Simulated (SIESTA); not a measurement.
Ba2Tl5V3O12:

```xyz
22
Lattice="4.2370 2.4462 6.1284 -4.2370 2.4462 6.1284 0.0000 -4.8924 6.1284" Properties=species:S:1:pos:R:3 pbc="T T T"
Ba    0.0000    0.0000    9.1926
Ba    0.0000    0.0000    0.0000
V     0.0000    2.4462    6.1284
V    -2.1185   -1.2231    6.1284
V     2.1185   -1.2231    6.1284
Tl    0.0000   -2.4462    3.0642
Tl    2.1185    1.2231    3.0642
Tl   -2.1185    1.2231    3.0642
Tl    0.0000    0.0000   13.6133
Tl    0.0000    0.0000    4.7719
O     2.6932   -0.0671    7.4143
O    -1.2885    2.3659    7.4143
O    -1.4047   -2.2988    7.4143
O    -1.4047    2.2988   10.9708
O     2.6932    0.0671   10.9708
O    -1.2884   -2.3659   10.9708
O    -2.6932    0.0671   10.9708
O     1.2884   -2.3659   10.9708
O     1.4047    2.2988   10.9708
O     1.4047   -2.2988    7.4143
O    -2.6932   -0.0671    7.4143
O     1.2885    2.3659    7.4143
```

The cell was built by a generator and needn't be a form met in nature.

Base run:

| Quantity | Value |
| --- | --- |
| Program | SIESTA 5.4.2 |
| Functional | PBEsol |
| Potentials or basis | PseudoDojo 0.4 standard (PBEsol files) |
| Basis | DZP (energy shift 0.003 Ry; two zetas on semicore shells; d shell added on Ba) |
| Grid cutoff | 800 Ry |
| Energy shift | 0.003 Ry |
| k mesh | 4 × 4 × 4 |
| Occupations | fermi-dirac, width 0.05 eV |
| Spin | collinear spin, ferromagnetic start |
| Starting moments | [0.0, 0.0, 2.0, 2.0, 2.0, 0.0, 0.0, 0.0, 0.0, 0.0, 0.0, 0.0, 0.0, 0.0, 0.0, 0.0, 0.0, 0.0, 0.0, 0.0, 0.0, 0.0] μB |

Its results: band gap on the k mesh none (metal or under the smearing width); pressure -2.7 GPa; net moment 1.04 μB per cell; site moments Ba -0.00, -0.01; V +0.40; Tl -0.02, +0.08; O -0.02 μB; largest force 0.078 eV/Å.

Problem. After a change of settings the same cell gave: band gap on the k mesh none (metal or under the smearing width); pressure -6.1 GPa; net moment 0.81 μB per cell; site moments Ba +0.00, -0.00; V +0.29; Tl -0.01, +0.07; O -0.01 μB; largest force 0.253 eV/Å. Which change was it?
A. functional from PBEsol to AM05
B. functional from PBEsol to BLYP; potentials or basis from PseudoDojo 0.4 standard (PBEsol files) to PseudoDojo 0.4 standard (PBE files)
C. functional from PBEsol to RPBE; potentials or basis from PseudoDojo 0.4 standard (PBEsol files) to PseudoDojo 0.4 standard (PBE files)
D. functional from PBEsol to LDA; potentials or basis from PseudoDojo 0.4 standard (PBEsol files) to PseudoDojo 0.4 standard (LDA files)

Solution. D.

Caveats: this set's barium file shifts pressures by up to 1 GPa against other sets; spin-orbit coupling is left out, which moves the levels of the heavy elements; the basis of atomic orbitals isn't converged, which shifts pressures, moduli and gaps; semilocal functionals often make such compounds metallic where correlation or magnetic order opens a gap, which also shifts bond lengths.
